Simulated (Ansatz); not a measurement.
# CH8BN (SMILES [BH3-][NH2+]C): RPA@PBE/cc-pVDZ

What is the electronic atomisation energy of CH8BN at RPA@PBE/cc-pVDZ? 

Program for the calculation: Ansatz 0.2.0.

64 further runs of the same task are left out: 2 that didn't finish, 62 set aside as unsound or not needed.

## Step 1: Starting point

The species is CH8BN (11 atoms), meant as a singlet with charge 0. As SMILES, `[BH3-][NH2+]C`. The coordinates come from a PBE0-D4/def2-TZVP relaxation.

Bond lengths: B1–N2 1.626 Å, N2–C3 1.469 Å, B1–H4 1.214 Å, B1–H5 1.214 Å, B1–H6 1.214 Å, N2–H7 1.016 Å, N2–H8 1.016 Å, C3–H9 1.089 Å, C3–H10 1.089 Å, C3–H11 1.092 Å. Some angles: B1–N2–C3 114.0°, B1–N2–H7 108.2°, B1–N2–H8 108.2°, C3–N2–H7 109.9°, C3–N2–H8 109.9°, N2–B1–H4 105.5°, N2–B1–H5 105.4°, N2–B1–H6 105.4°, N2–C3–H9 108.2°, N2–C3–H10 108.2°.

## Step 2: A single-point energy at RPA@PBE/cc-pVDZ

The input, molecule.yaml:

```yaml
crystal:
  periodic: [false, false, false]
  atoms:
    - symbol: B
      position_ang: [-0.828400, 1.032000, -0.205100]
    - symbol: N
      position_ang: [-0.349500, -0.497500, 0.070800]
    - symbol: C
      position_ang: [1.107800, -0.661100, 0.155200]
    - symbol: H
      position_ang: [-2.040900, 0.991000, -0.245400]
    - symbol: H
      position_ang: [-0.325100, 1.341700, -1.265700]
    - symbol: H
      position_ang: [-0.402900, 1.677500, 0.731200]
    - symbol: H
      position_ang: [-0.783500, -0.815200, 0.932300]
    - symbol: H
      position_ang: [-0.721000, -1.084700, -0.669900]
    - symbol: H
      position_ang: [1.475700, -0.024100, 0.957600]
    - symbol: H
      position_ang: [1.543500, -0.317100, -0.781300]
    - symbol: H
      position_ang: [1.389800, -1.699400, 0.341100]
basis:
  gaussian: {orbitals: cc-pVDZ}
hamiltonian: {xc: {name: PBE}}
correlation: {method: rpa, frozen_orbitals: {B: 1, C: 1, H: 0, "N": 1}}
accuracy: high
```

Run with:

```console
$ ansatz run molecule.yaml --threads 1 --pin off --max-ram 3480MiB --events-out events.jsonl --progress --plain --runs-dir runs
```

Output:

```text
Warning: RAYON_NUM_THREADS=1 ignored (pool sized by the plan → 1); use --threads N
Functional definition: PBE
  name "PBE"
  parameter kappa = 0.804
  parameter beta = 0.06672455060314922
  exchange = pbe_x(kappa = kappa, mu = beta*pi^2/3)
  correlation = pbe_c(beta = beta)
2051 factors; integrals over basis functions are off by at most 3.4e-9 eV
mean field evaluation 1: about -3321.0939 eV, gradient 5.3e1 eV
mean field evaluation 2: about -3321.0860 eV, gradient 5.3e1 eV
mean field evaluation 4: about -3328.5424 eV, gradient 1.1e1 eV
mean field evaluation 8: about -3328.8036 eV, gradient 2.6e-1 eV
mean field evaluation 16: about -3328.8038 eV, gradient 3.1e-6 eV
mean field -3328.80382892 eV, -122.3312843684 hartree, gradient 1.6e-8 eV, S^2 0.000000; 0 other end points of the search recorded, 0 dependent functions left out
3 core orbitals not correlated: weight in the atoms' cores, before any rotation towards them, 1.000 or more for the frozen orbitals, at most 0.000 for the correlated occupied ones
reference -3309.79362205 eV, -121.6326721517 hartree; 10, 10 occupied and 69, 69 virtual orbitals, 2051 factors
Total energy: -3330.44051479 eV, -122.3914314647 hartree
```

It took 11 s on 1 thread of Arm Neoverse V2, shared host; peak memory 0.34 GiB.

## Step 3: The B atom at the same level

The input, molecule.yaml:

```yaml
crystal:
  periodic: [false, false, false]
  atoms:
    - symbol: B
      position_ang: [0.000000, 0.000000, 0.000000]
basis:
  gaussian: {orbitals: cc-pVDZ}
magnetization: {spin_polarized: true, initial_magnetization: 1}
hamiltonian: {xc: pbe}
correlation: {method: rpa, frozen_orbitals: {B: 1}}
accuracy: high
```

Run the same way, it converges to -24.63553 Eh (log not shown).

## Step 4: The C atom at the same level

The input, in.yaml:

```yaml
crystal:
  periodic: [false, false, false]
  atoms:
    - symbol: C
      position_ang: [0.000000, 0.000000, 0.000000]
basis:
  gaussian: {orbitals: cc-pVDZ}
magnetization: {spin_polarized: true, initial_magnetization: 2}
hamiltonian: {xc: {name: PBE}}
correlation: {method: rpa, frozen_orbitals: {C: 1}}
accuracy: high
```

Run the same way, it converges to -37.81749 Eh (log not shown).

## Step 5: The H atom

The input, run.yaml:

```yaml
crystal:
  periodic: [false, false, false]
  atoms:
    - {symbol: H, position_ang: [0.000000, 0.000000, 0.000000]}
basis:
  gaussian:
    orbitals: cc-pVDZ
total_charge: 0
magnetization:
  spin_polarized: true
  initial_magnetization: 1
hamiltonian:
  xc: {name: PBE}
correlation:
  method: rpa
  frozen_orbitals: {H: 0}
accuracy: high
```

Run the same way, it converges to -0.51276 Eh (log not shown).

## Step 6: The N atom

The input, input.yaml:

```yaml
crystal:
  periodic: [false, false, false]
  atoms:
    - {symbol: "N", position_ang: [0.000000, 0.000000, 0.000000]}
basis:
  gaussian:
    orbitals: cc-pVDZ
magnetization:
  spin_polarized: true
  initial_magnetization: 3
hamiltonian:
  xc: pbe
correlation:
  method: rpa
  frozen_orbitals: {"N": 1}
accuracy: high
```

Run the same way, it converges to -54.53287 Eh (log not shown).

## Step 7: Summary of results

Level: RPA@PBE/cc-pVDZ, 3 core orbitals frozen.

```
                                  quantity          value
                    molecule: total energy  -122.39143 Eh
molecule: RPA correlation energy (valence)     -758.8 mEh
                      B atom: total energy   -24.63553 Eh
  B atom: RPA correlation energy (valence)     -107.4 mEh
 B atom: ⟨S²⟩ of the reference determinant          0.753
                      C atom: total energy   -37.81749 Eh
  C atom: RPA correlation energy (valence)     -133.1 mEh
 C atom: ⟨S²⟩ of the reference determinant          2.002
                      H atom: total energy    -0.51276 Eh
            H atom: RPA correlation energy      -13.5 mEh
 H atom: ⟨S²⟩ of the reference determinant          0.750
                      N atom: total energy   -54.53287 Eh
  N atom: RPA correlation energy (valence)     -142.9 mEh
 N atom: ⟨S²⟩ of the reference determinant          3.751
             electronic atomisation energy      35.469 eV
```

Taking the molecule apart into free atoms costs 35.47 eV (818 kcal/mol), before zero-point energy and without spin-orbit coupling.
